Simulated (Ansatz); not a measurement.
# CH₅AlFNSi: up Jacob's ladder to CCSD(T)

Aim: compute CH₅AlFNSi with functionals from several rungs and with coupled cluster, and see how far each lands from CCSD(T) at the basis-set limit for the atomisation energy.

Computed with Ansatz 0.2.0, Gaussian basis. Level: functionals in def2-TZVPP, the program's frozen cores in correlated methods.

The runs, in order: LDA (SPW92), PBE-D4, revPBE-D4, BLYP-D4, r2SCAN-D4, B97M-V, PBE0-D4, B3LYP-D4, r2SCANh-D4, r2SCAN0-D4, HSE06-D4, BHLYP-D4, CAM-B3LYP-D4, LC-ωPBE, ωB97X-V, ωB97M-V, B2PLYP, PBE-QIDH; CCSD(T)/def2-SVP; CCSD(T)/def2-TZVPP; MP2/def2-QZVPP; extrapolation to the limit; RPA on PBE.

### 1 The relaxed structure

The geometry comes from an earlier relaxation with PBE0-D4 in a triple-zeta def2 set; it is a stationary point, not always the lowest conformer.

SMILES `F[C@H]1N[Si@@H]1[AlH2]`, 10 atoms, charge 0, spin multiplicity 1.

Atoms are counted from 1 here; the program's logs count them from 0.

Bond lengths: F1–C2 1.374 Å, C2–N3 1.412 Å, C2–Si4 1.879 Å, C2–H6 1.090 Å, N3–Si4 1.754 Å, N3–H7 1.008 Å, Si4–Al5 2.432 Å, Si4–H8 1.485 Å, Al5–H9 1.586 Å, Al5–H10 1.588 Å. Angles: F1–C2–N3 114.7°, F1–C2–Si4 122.1°, F1–C2–H6 108.6°, N3–C2–Si4 62.5°, N3–C2–H6 119.0°, Si4–C2–H6 122.8°, C2–N3–Si4 71.9°, C2–N3–H7 119.9°, Si4–N3–H7 131.0°, C2–Si4–N3 45.6°, C2–Si4–Al5 115.6°, C2–Si4–H8 117.0°, N3–Si4–Al5 120.1°, N3–Si4–H8 111.5°, Al5–Si4–H8 123.2°, Si4–Al5–H9 122.5°, Si4–Al5–H10 116.6°, H9–Al5–H10 120.9°.

### 2 LDA

This LDA is Slater exchange with PW92 correlation.

in.yaml reads:

```yaml
crystal:
  periodic: [false, false, false]
  atoms:
    - {symbol: F, position_ang: [-0.502471, -2.278946, 1.502903]}
    - {symbol: C, position_ang: [0.110941, -1.183954, 0.944580]}
    - {symbol: N, position_ang: [0.663298, -1.405553, -0.335811]}
    - {symbol: Si, position_ang: [-0.641983, -0.245921, -0.499042]}
    - {symbol: Al, position_ang: [-0.154909, 2.135455, -0.571255]}
    - {symbol: H, position_ang: [0.721202, -0.701602, 1.707600]}
    - {symbol: H, position_ang: [1.656670, -1.308252, -0.478529]}
    - {symbol: H, position_ang: [-1.830156, -0.853393, -1.150583]}
    - {symbol: H, position_ang: [-1.205049, 3.203425, -1.091716]}
    - {symbol: H, position_ang: [1.265757, 2.587640, -0.025047]}
basis:
  gaussian: {orbitals: def2-TZVPP}
hamiltonian: {xc: lda}
output: {orbitals: {seedname: orbitals}}
```

After this run come: PBE-D4 (GGA); revPBE-D4 (GGA); BLYP-D4 (GGA); r2SCAN-D4 (meta-GGA); B97M-V (meta-GGA); PBE0-D4 (hybrid); B3LYP-D4 (hybrid); r2SCANh-D4 (hybrid); r2SCAN0-D4 (hybrid); HSE06-D4 (hybrid); BHLYP-D4 (hybrid); CAM-B3LYP-D4 (range-separated); LC-ωPBE (range-separated); ωB97X-V (range-separated); ωB97M-V (range-separated); B2PLYP (double hybrid); PBE-QIDH (double hybrid); CCSD(T) in def2-SVP; CCSD(T) in def2-TZVPP; MP2 in def2-QZVPP; RPA on PBE orbitals.

Before running them: what should the planned runs give, taken together? Wanted: atomisation energy, CCSD(T)/CBS; farthest beyond LDA; mean size of error, GGA; mean size of error, meta-GGA; mean size of error, hybrid; mean size of error, range-separated; mean size of error, double hybrid; gap, smallest and largest; T1 diagnostic.

The runs gave:

```
                               quantity                                                                                     value
        atomisation energy, CCSD(T)/CBS                                                                                 32.894 eV
    functionals within 0.164 eV (0.5 %)  revPBE-D4, BLYP-D4, r2SCAN-D4, PBE0-D4, B3LYP-D4, r2SCANh-D4, HSE06-D4, LC-ωPBE, ωB97M-V
                    farthest beyond LDA                                                                      BHLYP-D4 (-1.202 eV)
                mean size of error, GGA                                                                                  0.331 eV
           mean size of error, meta-GGA                                                                                  0.283 eV
             mean size of error, hybrid                                                                                  0.336 eV
    mean size of error, range-separated                                                                                  0.167 eV
      mean size of error, double hybrid                                                                                  0.426 eV
              gap, smallest and largest                                                  2.78 eV (LDA (SPW92)), 9.17 eV (LC-ωPBE)
                          T1 diagnostic                                                                                    0.0153
triples share of the correlation energy                                                                                     3.8 %
```

**Reading.** The LDA atomisation energy is off by 5.423 eV (16 %): it overbinds. PBE-D4 misses by +0.855 eV. Double hybrids carry the basis error of their MP2 part in triple zeta, and no dispersion term here, so their miss is partly the set-up's. By mean error the best rung here is range-separated (0.167 eV) and the worst beyond LDA is double hybrid (0.426 eV). The reference freezes the cores and leaves out relativity and excitations past (T), so misses under about 0.164 eV can't be ranked. Hartree-Fock recovers 68 % of the binding; the rest is correlation. CCSD(T) in def2-SVP is off by -2.473 eV, more than most functionals: a good method in a small basis is no reference. Orbital gaps span 2.8 to 9.2 eV; exact exchange widens them.
